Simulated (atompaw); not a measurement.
# A PAW (atompaw) potential for hafnium, from input to tests

Do these settings give a usable potential? It is generated, then checked for scattering, ghosts and hardness.

Method: atompaw 4.2.0.5, PBE, scalar-relativistic.

**1. Settings**

The settings as typed:

| Item | Value |
| --- | --- |
| element | hafnium (Hf, Z = 72) |
| type | PAW |
| frozen core | [Kr] 4d10 |
| valence charge | 26 |
| reference configuration | 4f14 5s2 5p6 5d2 6s2 6p0 |
| partial waves | 5s (bound); 6s (bound); 5p (bound); 6p (bound, empty); 5d (bound); 5d channel at 3.2 Ry; 4f (bound); 4f channel at 3 Ry |
| local potential | ultrasoft scheme with l = 4 at 0.5 Ry, radius 2.85 bohr |
| core correction | smooth core density matched at 1.55 bohr |
| augmentation charge | besselshape compensation charge, radius 2.64 bohr; PAW radius 3.00 bohr; waves and projectors: bloechl |

An earlier all-electron run gives the scale for the radii.

All-electron outer shells of the reference configuration (PBE, scalar-relativistic, ld1.x):

```tsv
shell	level (eV)	outermost node (bohr)	outermost maximum (bohr)
4p	-379.08	0.25	0.46
4d	-206.67	0.23	0.47
5s	-67.02	0.55	1.01
5p	-35.57	0.60	1.16
4f	-16.83	–	0.45
6s	-5.11	1.37	2.89
5d	-2.69	0.67	1.69
6p	-1.40	1.66	4.05
```

**2. Generation**

Input file Hf.input:

```
Hf 72
GGA-PBE scalarrelativistic loggrid 2001 logderivrange -7 5 301
6 6 5 4 0 0
6 1 0
5 2 2
0 0 0
c
c
c
c
v
v
c
c
c
v
v
c
c
v
v
3
3.00 2.64 2.85 1.55
n
n
y
3.2
n
y
3
n
bloechl besselshape
4 0.5 ultrasoft
PWSCFOUT
UPFDX 0.0125d0 UPFXMIN -7.d0 UPFZMESH 72.d0
END
```

Run with:

```
$ atompaw < Hf.input > Hf.log
```

Q: Predict the outcome of this session. Wanted: cutoffs for 10 and 1 mRy, occupied levels; bound ghosts; largest phase difference near zero energy, channels read; lowest eigenvalue of the overlap; share of valence orbitals outside the PAW sphere; UPF file.

**Answer**, as computed:

```
                                                quantity                                              value
               cutoffs for 10 and 1 mRy, occupied levels                                    30 Ry and 40 Ry
                                            bound ghosts                                         none found
largest phase difference near zero energy, channels read                                          0.107 rad
         lowest eigenvalue of the overlap (Bessel basis)                                          0.601 (s)
        share of valence orbitals outside the PAW sphere  5s 0 %, 6s 60 %, 5p 1 %, 6p 88 %, 5d 27 %, 4f 0 %
                                                UPF file                                            written
```

**Reading.** By its cutoff, 30 Ry for the looser tolerance, it is soft on the atom. The slowest occupied level is 4f: taken alone it needs 30 Ry to come within 1 mRy, against 21 Ry for 5p. It is free of bound ghosts as far as tested. Near zero energy the largest phase difference among the channels read is 0.11 rad, in the f channel (at the energies tabulated).
